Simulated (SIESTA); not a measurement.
Input of a SIESTA 5.4.2 run:

File Pt3Rh.fdf:

```
SystemName                      Pt3Rh
SystemLabel                     Pt3Rh
NumberOfSpecies                 2
NumberOfAtoms                   4
%block ChemicalSpeciesLabel
  1  78 Pt
  2  45 Rh
%endblock ChemicalSpeciesLabel

LatticeConstant                 1.0 Ang
%block LatticeVectors
    -1.9559950100     1.9559950100     3.9284657500
     1.9559950100    -1.9559950100     3.9284657500
     1.9559950100     1.9559950100    -3.9284657500
%endblock LatticeVectors
AtomicCoordinatesFormat         Fractional
%block AtomicCoordinatesAndAtomicSpecies
     0.5077130000     0.5086200000     0.0073490000  1  Pt
     0.2467900000     0.7463140000     0.4878020000  1  Pt
     0.7437030000     0.2582500000     0.5084190000  1  Pt
    -0.0082120000     0.0037470000    -0.0021440000  2  Rh
%endblock AtomicCoordinatesAndAtomicSpecies

%block kgrid.MonkhorstPack
   10   0   0  0.0
    0  10   0  0.0
    0   0  10  0.0
%endblock kgrid.MonkhorstPack
XC.Functional                   GGA
XC.Authors                      PBEsol
PAO.BasisSize                   DZP
PAO.EnergyShift                 0.003 Ry
Mesh.Cutoff                     800 Ry
OccupationFunction              FD
ElectronicTemperature           0.05 eV
MaxSCFIterations                120
SCF.MustConverge                false
SCF.Mixer.Method                Pulay
SCF.Mixer.Weight                0.25
SCF.Mixer.History               8
SCF.DM.Tolerance                5.0e-05
SCF.H.Tolerance                 1.0e-03 eV
WriteForces                     true
Charge.Mulliken                 end
%block PAO.Basis
  Pt 5
  n=5 0 2
    2.732 0.000
  n=6 0 2
    7.268 0.000
  n=5 1 2
    3.260 0.000
  n=6 1 1
    7.268
  n=5 2 2
    5.669 0.000
  Rh 5
  n=4 0 2
    2.902 0.000
  n=5 0 2
    8.361 0.000
  n=4 1 2
    3.313 0.000
  n=5 1 1
    8.361
  n=4 2 2
    5.613 0.000
%endblock PAO.Basis
```

Potentials or basis: PseudoDojo 0.4 standard (PBEsol files), DZP (energy shift 0.003 Ry; two zetas on semicore shells).

Command:

```sh
$ siesta < Pt3Rh.fdf > Pt3Rh.out 2>&1
```

Task: What does it give for the pressure?

Result: -3.5 GPa.

Task: Predict the largest force.

Result: 0.854 eV/Å.

Task: What does it give for the band gap on the k mesh?

Result: None (metal or under the smearing width).

Forces in eV/Å, atoms in the order of the input:
```
Pt   0.014 -0.415 -0.478
Pt   0.753  0.195  0.047
Pt  -0.712 -0.062  0.468
Rh  -0.056  0.279 -0.037
```

Caveat: short orbitals over semicore shells can move pressures by several GPa; the basis of atomic orbitals isn't converged, which shifts pressures, moduli and gaps. Spin-orbit coupling is left out, which matters for the levels of Pt.
